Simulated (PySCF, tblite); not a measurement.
# C6H8FO2 radical: geometry, infrared bands and EPR parameters

Wanted: the infrared bands and EPR parameters of C6H8FO2 radical (`C[CH]C(=C=O)COCF`), by calculation.

Computed with tblite 0.8.0 and PySCF 2.14.0, with density-fitted response routines of our own, on a single molecule in the gas phase. Atoms are numbered from 0 throughout.

### Step 1. Starting geometry

17 atoms, charge 0, multiplicity 2; geometry from: force field or distance geometry start.

Bonds of the start (Å): C0–C1 1.49, C1–C2 1.50, C2–C3 1.31, C3–O4 1.25, C2–C5 1.47, C5–O6 1.41, O6–C7 1.40, C7–F8 1.39, C0–H9 1.13, C0–H10 1.09, C0–H11 1.13, C1–H12 1.09, C5–H13 1.12, C5–H14 1.11, C7–H15 1.10, C7–H16 1.12.

### Step 2. Geometry optimisation with GFN2-xTB

Job settings and geometry (Å):

```
{"job": {"kind": "relax", "xc": "GFN2-xTB", "basis": "xTB"}, "charge": 0, "multiplicity": 2}
C     -2.747900    -0.591800     0.045200
C     -1.652500    -0.219900    -0.896200
C     -0.536700     0.550100    -0.264100
C     -0.708700     1.768000     0.195200
O     -0.862500     2.919400     0.650000
C      0.786700    -0.083700    -0.191600
O      1.735400     0.769600     0.414900
C      2.939500     0.058400     0.432900
F      2.782000    -1.116500     1.149400
H     -3.467500     0.269300     0.182600
H     -2.454300    -0.958000     1.031800
H     -3.391200    -1.394900    -0.428600
H     -1.231300    -1.116200    -1.358700
H      0.749000    -1.032300     0.397100
H      1.127600    -0.243800    -1.230600
H      3.791500     0.659200     0.796300
H      3.133900    -0.225000    -0.636600
```

Started as:

```
$ OMP_NUM_THREADS=1 python probes_run.py task.json out
```

The driver reads the jobs from task.json and runs them one after another.

The program printed:

```text
step      E/eV     max force
  0    -806.71198    6.483
  1    -806.60304   16.256
  2    -807.31126    2.613
  3    -807.39549    1.043
  4    -807.47438    1.219
  5    -807.50099    0.897
  6    -807.52854    0.416
  7    -807.54052    0.392
  8    -807.56294    0.611
  9    -807.58003    0.537
 10    -807.59600    0.288
 11    -807.60843    0.398
 12    -807.62184    0.535
 13    -807.63612    0.410
 14    -807.65027    0.370
 15    -807.66435    0.284
 16    -807.68126    0.447
 17    -807.70334    0.508
 18    -807.72966    0.463
 19    -807.75612    0.454
 20    -807.77907    0.500
 21    -807.79687    0.544
 22    -807.80964    0.343
 23    -807.82096    0.340
 24    -807.83439    0.402
 25    -807.85140    0.453
 26    -807.87150    0.451
 27    -807.89301    0.335
 28    -807.91311    0.330
 29    -807.92611    0.507
 30    -807.93727    0.345
 31    -807.94683    0.213
 32    -807.95670    0.182
 33    -807.96038    0.199
 34    -807.96639    0.178
 35    -807.96960    0.128
 36    -807.97222    0.100
 37    -807.97425    0.097
 38    -807.97623    0.087
 39    -807.97780    0.077
 40    -807.97889    0.067
 41    -807.97970    0.063
 42    -807.98036    0.050
 43    -807.98087    0.051
 44    -807.98124    0.053
 45    -807.98156    0.058
 46    -807.98191    0.046
 47    -807.98237    0.048
 48    -807.98288    0.055
 49    -807.98334    0.053
 50    -807.98372    0.049
 51    -807.98410    0.045
 52    -807.98456    0.047
 53    -807.98509    0.053
 54    -807.98564    0.057
 55    -807.98615    0.068
 56    -807.98671    0.069
 57    -807.98747    0.073
 58    -807.98853    0.083
 59    -807.98969    0.078
 60    -807.99069    0.078
 61    -807.99150    0.061
 62    -807.99220    0.055
 63    -807.99283    0.066
 64    -807.99329    0.054
 65    -807.99359    0.059
 66    -807.99390    0.061
 67    -807.99443    0.061
 68    -807.99533    0.094
 69    -807.99655    0.106
 70    -807.99772    0.089
 71    -807.99833    0.133
 72    -807.99942    0.090
 73    -808.00029    0.073
 74    -808.00184    0.070
 75    -808.00254    0.077
 76    -808.00299    0.073
 77    -808.00346    0.062
 78    -808.00408    0.065
 79    -808.00467    0.063
 80    -808.00514    0.050
 81    -808.00547    0.038
 82    -808.00572    0.035
 83    -808.00592    0.040
 84    -808.00605    0.029
 85    -808.00614    0.021
 86    -808.00622    0.021
 87    -808.00628    0.021
 88    -808.00636    0.029
 89    -808.00646    0.029
 90    -808.00659    0.026
 91    -808.00673    0.025
 92    -808.00686    0.024
 93    -808.00698    0.026
 94    -808.00710    0.023
 95    -808.00722    0.022
 96    -808.00736    0.034
 97    -808.00752    0.041
 98    -808.00770    0.046
 99    -808.00788    0.037
100    -808.00802    0.020
101    -808.00810    0.018
102    -808.00814    0.014
103    -808.00817    0.020
104    -808.00821    0.018
105    -808.00826    0.018
106    -808.00831    0.017
107    -808.00835    0.030
108    -808.00837    0.036
109    -808.00839    0.020
110    -808.00841    0.009
```

Run time: 1.1 s. Hardware: 1 thread of Arm Neoverse N1, shared host.

Relaxation path: (not every step is listed) (the energy doesn't fall at every step)

```
step  energy from step 0 (eV)  largest force (eV/Å)
   0                   0.0000                6.4830
   1                   0.1089               16.2560
   2                  -0.5993                2.6132
   3                  -0.6835                1.0430
   4                  -0.7624                1.2193
   5                  -0.7890                0.8975
   6                  -0.8166                0.4162
   7                  -0.8285                0.3921
   8                  -0.8510                0.6106
  17                  -0.9914                0.5083
  26                  -1.1595                0.4514
  35                  -1.2576                0.1279
  44                  -1.2693                0.0528
  53                  -1.2731                0.0528
  62                  -1.2802                0.0553
  71                  -1.2863                0.1329
  80                  -1.2932                0.0498
  89                  -1.2945                0.0287
  98                  -1.2957                0.0459
 105                  -1.2963                0.0179
 106                  -1.2963                0.0175
 107                  -1.2964                0.0296
 108                  -1.2964                0.0360
 109                  -1.2964                0.0201
 110                  -1.2964                0.0087
```

Close pairs (by a distance rule), those that changed most:

```
  bond  before (Å)  after (Å)  change (Å)
 C1–C2       1.496      1.396      -0.100
 C3–O4       1.247      1.168      -0.080
 C2–C5       1.469      1.516      +0.046
C0–H11       1.133      1.090      -0.043
 C0–H9       1.131      1.088      -0.042
 O6–C7       1.399      1.363      -0.035
 C2–C3       1.313      1.333      +0.020
C5–H13       1.117      1.097      -0.020
```

The next job starts from the end point, and lists it.

### Step 3. Vibrational analysis with GFN2-xTB

Job settings and geometry (Å):

```
{"job": {"kind": "ir", "xc": "GFN2-xTB", "basis": "xTB"}, "charge": 0, "multiplicity": 2}
C     -3.032881    -0.326232    -0.138650
C     -1.603772    -0.701566    -0.295499
C     -0.546931     0.163688    -0.005757
C     -0.702713     1.411861     0.435995
O     -0.842474     2.502416     0.829162
C      0.882176    -0.296654    -0.212445
O      1.761560     0.570176     0.492898
C      3.084780     0.305058     0.299402
F      3.437723    -0.916811     0.829532
H     -3.153211     0.754948    -0.115228
H     -3.447108    -0.731276     0.789741
H     -3.627397    -0.732484    -0.956963
H     -1.365764    -1.706128    -0.599826
H      0.990077    -1.325073     0.155075
H      1.131122    -0.281307    -1.286185
H      3.661093     1.066049     0.835058
H      3.366723     0.255365    -0.767297
```

The program printed:

```text
mode    cm-1     km/mol
  1     -12.6      2.95
  2      43.4      1.98
  3      57.4      0.80
  4      90.9      1.39
  5     120.8      1.88
  6     159.6     13.43
  7     166.1      3.19
  8     243.0      6.61
  9     300.6      7.58
 10     325.4      2.82
 11     385.0      1.36
 12     410.5      7.60
 13     547.8      3.89
 14     554.8     25.03
 15     666.1      8.86
 16     810.3      0.75
 17     952.4    136.78
 18     972.3     48.03
 19     979.1     18.95
 20    1010.2      8.25
 21    1024.8     11.80
 22    1098.9     39.83
 23    1121.3     77.54
 24    1138.6    113.92
 25    1191.1      9.19
 26    1205.9      2.12
 27    1237.9      2.67
 28    1299.0     12.71
 29    1327.4     20.08
 30    1346.5     18.45
 31    1405.2      6.46
 32    1419.6     22.00
 33    1421.4      1.17
 34    1463.8      2.81
 35    1471.2      3.87
 36    1490.2      7.74
 37    2199.1    846.17
 38    2838.5     46.29
 39    2841.0     62.68
 40    2909.7     17.17
 41    2931.0     32.64
 42    2965.7     16.44
 43    3000.9     30.70
 44    3029.1     22.38
 45    3117.1     22.26
```

Run time: 0.85 s. Hardware: 1 thread of Arm Neoverse N1, shared host.

Which atoms move in the most intense modes:

```
cm⁻¹  km/mol                                 atoms
 952   136.8                      C7 52 %, F8 33 %
 972    48.0  C5 25 %, H13 17 %, H14 13 %, C7 10 %
1099    39.8  C7 27 %, H15 20 %, H16 19 %, O6 16 %
1121    77.5    C1 24 %, O6 17 %, C0 17 %, C7 15 %
1139   113.9             O6 37 %, C7 20 %, C5 14 %
2199   846.2                      C3 68 %, O4 25 %
2838    46.3                              H14 89 %
2841    62.7                              H16 94 %
```

### Step 4. EPR parameters: B3LYP/pcH-1

Settings changed since step 3:

```diff
@@ -1,2 +1,2 @@
-{"job": {"kind": "ir", "xc": "GFN2-xTB", "basis": "xTB"}, "charge": 0, "multiplicity": 2}
+{"job": {"kind": "epr", "basis": "pcH-1"}, "charge": 0, "multiplicity": 2}
 C     -3.032881    -0.326232    -0.138650
```

With the program's defaults for keys left out, this is: UKS B3LYP, pcH-1 on C F H O, non-relativistic, mean-field spin-orbit, GIAO.

The program printed:

```text
UKS, coarse grid
  cycle   1  E = -483.50011338  |g| = 7.18e-01
  cycle   2  E = -483.03886264  |g| = 1.36e+00
  cycle   3  E = -483.65704789  |g| = 2.64e-01
  cycle   4  E = -483.68358389  |g| = 7.37e-02
  cycle   5  E = -483.68559016  |g| = 2.10e-02
  cycle   6  E = -483.68580503  |g| = 7.31e-03
  cycle   7  E = -483.68583974  |g| = 4.00e-03
  cycle   8  E = -483.68585016  |g| = 1.52e-03
  cycle   9  E = -483.68585263  |g| = 6.65e-04
UKS, final grid
  cycle   1  E = -483.68584527  |g| = 1.10e-03
  cycle   2  E = -483.68584414  |g| = 2.11e-03
  cycle   3  E = -483.68584570  |g| = 2.89e-04
  cycle   4  E = -483.68584573  |g| = 5.89e-05
  cycle   5  E = -483.68584574  |g| = 3.03e-05
  cycle   6  E = -483.68584574  |g| = 1.56e-05
E = -483.68584574 Eh   <S^2> = 0.7635 (exact 0.7500)
g shifts (ppm)      1          2          3
  rmc          -180       -180       -180
  gc             44         -4         34
  oz_so       -4004        -55       1376
  total       -4139       -238       1230
hyperfine (MHz)  atom isotope    a_iso     a_fc   dipolar eigenvalues
    0   13C     -25.08     -25.08     -1.39      0.22      1.17
    1   13C      66.37      66.37    -62.00    -60.33    122.33
    2   13C     -40.80     -40.80    -14.02      4.13      9.89
    3   13C      20.38      20.38    -29.00    -26.52     55.52
    4   17O     -13.17     -13.17    -54.70     26.31     28.38
    5   13C       2.02       2.02     -0.77     -0.22      0.98
    6   17O      -0.69      -0.69     -0.51     -0.12      0.64
    7   13C       0.11       0.11     -0.25     -0.16      0.41
    8   19F       1.06       1.06     -0.52     -0.31      0.83
    9    1H      11.75      11.75     -3.77     -1.75      5.52
   10    1H      94.69      94.69     -3.89     -2.69      6.58
   11    1H      45.29      45.29     -3.69     -3.31      7.00
   12    1H     -49.35     -49.35    -29.96      0.66     29.30
   13    1H      -5.65      -5.65     -2.36     -1.62      3.98
   14    1H      -9.52      -9.52     -2.36     -1.02      3.38
   15    1H       0.00       0.00     -0.55     -0.48      1.03
   16    1H       0.50       0.50     -0.58     -0.50      1.08
```

Wall time 2.6 min (1 thread of Arm Neoverse N1, shared host); peak memory 0.98 GiB.

Principal g values 1.99818, 2.00208, 2.00355; g(iso) = 2.00127, against 2.00232 for a free electron.

Hyperfine couplings; where a row names several nuclei, a(iso) is their mean (it holds for fast rotation or exchange) and the dipolar term the largest among them:

```
      nuclei  isotope  a(iso) (MHz)  a(iso) (G, at g = 2.0023)  largest dipolar term (MHz)
          C1      13C          66.4                       23.7                       122.3
H9, H10, H11       1H          50.6                       18.0                         7.0
         H12       1H         -49.4                      -17.6                       -30.0
          C2      13C         -40.8                      -14.6                       -14.0
          C0      13C         -25.1                       -8.9                        -1.4
          C3      13C          20.4                        7.3                        55.5
          O4      17O         -13.2                       -4.7                       -54.7
    H13, H14       1H          -7.6                       -2.7                         4.0
          C5      13C           2.0                        0.7                         1.0
          F8      19F           1.1                        0.4                         0.8
          O6      17O          -0.7                       -0.2                         0.6
    H15, H16       1H           0.3                        0.1                         1.1
          C7      13C           0.1                        0.0                         0.4
```

Mulliken spin populations:

C0 -0.06; C1 0.78; C2 -0.15; C3 0.28; O4 0.12; C5 0.01; O6 0.00; C7 0.00; F8 0.00; H9 0.01; H10 0.04; H11 0.02; H12 -0.04; H13 0.00; H14 0.00; H15 0.00; H16 0.00

In first order the couplings over 0.8 MHz of 1H, 19F give 48 distinct lines over 77.5 G, if the averaged nuclei exchange fast; the same motion can average rows kept apart here too.

The fields below are evaluated on a grid from the run's orbitals.

ELF in a plane through or near 11 of the atoms.

Ten even steps from '0' (0.00) to '9' (1.00):
```
0000000000000000000000000000
0000000000000000000000000000
0000000000000012100000000000
0000000000001478630000000000
0000000000002688861000000000
0000000000002652751000000000
0001796002200566740068200000
0007999316840315420899500000
0006999657760288601899400000
0000262677674834645534310000
0000013144732845938563630000
0000012310464524435758861000
0000123200699604997115741000
0000011100488307999100100000
0000000000011004997000000000
0000000000000000230000000000
0000000000000000000000000000
0000000000000000000000000000
0000000000000000000000000000
0000000000000000000000000000
```
The map spans 12.7 Å across and 10.6 Å up, centred on the molecule. Atoms in the plane (x, y in Å): C0 (3.1, -0.1), C1 (1.7, -0.6), C2 (0.5, 0.2), C3 (0.6, 1.5), O4 (0.6, 2.7), C5 (-0.8, -0.4), O6 (-1.8, 0.5), C7 (-3.1, 0.1), H9 (3.1, 0.9), H12 (1.5, -1.7), H15 (-3.8, 1.0).

On the surface of density 0.002 e/bohr³ the electrostatic potential runs, from the 1st to the 99th percentile, from -0.95 V near O6 to 1.12 V near H16.

The spin density lies nearest to C1 43 %; C3 20 %; O4 12 %; C2 7 % (beta excess).

### Step 5. Outcome

```
                                                                  quantity                  value
                                 strongest single infrared mode (GFN2-xTB)  2199 cm⁻¹, 846 km/mol
                                              zero-point energy (GFN2-xTB)          79.0 kcal/mol
                                                            g(iso) (B3LYP)                2.00127
                                                                      ⟨S²⟩     0.764 (exact 0.75)
                                        largest a(iso) (averaged by class)    13C on C1, 66.4 MHz
potential on the surface of density 0.002 e/bohr³, 1st and 99th percentile     -0.95 V and 1.12 V
```

Relaxing lowered the energy by 1.296 eV in 110 steps; the close pair that moved most is C1–C2, from 1.496 to 1.396 Å. The lowest mode is slightly imaginary (13i cm⁻¹), a soft motion within the noise of the Hessian, so the minimum is not strictly shown. The strongest single mode, at 2199 cm⁻¹, moves mainly C3. Unscaled tight-binding wavenumbers are off by several per cent, some by more. Its intensities can rank the bands wrongly. C1 carries the largest spin population, 0.78 e. The isotropic g lies 1.0 ppt below the free-electron value. These values are for one conformer; the search (at its own cheap level) found 2 more, at 0.33, 5.16 kcal/mol, and measured spectra average over such forms.
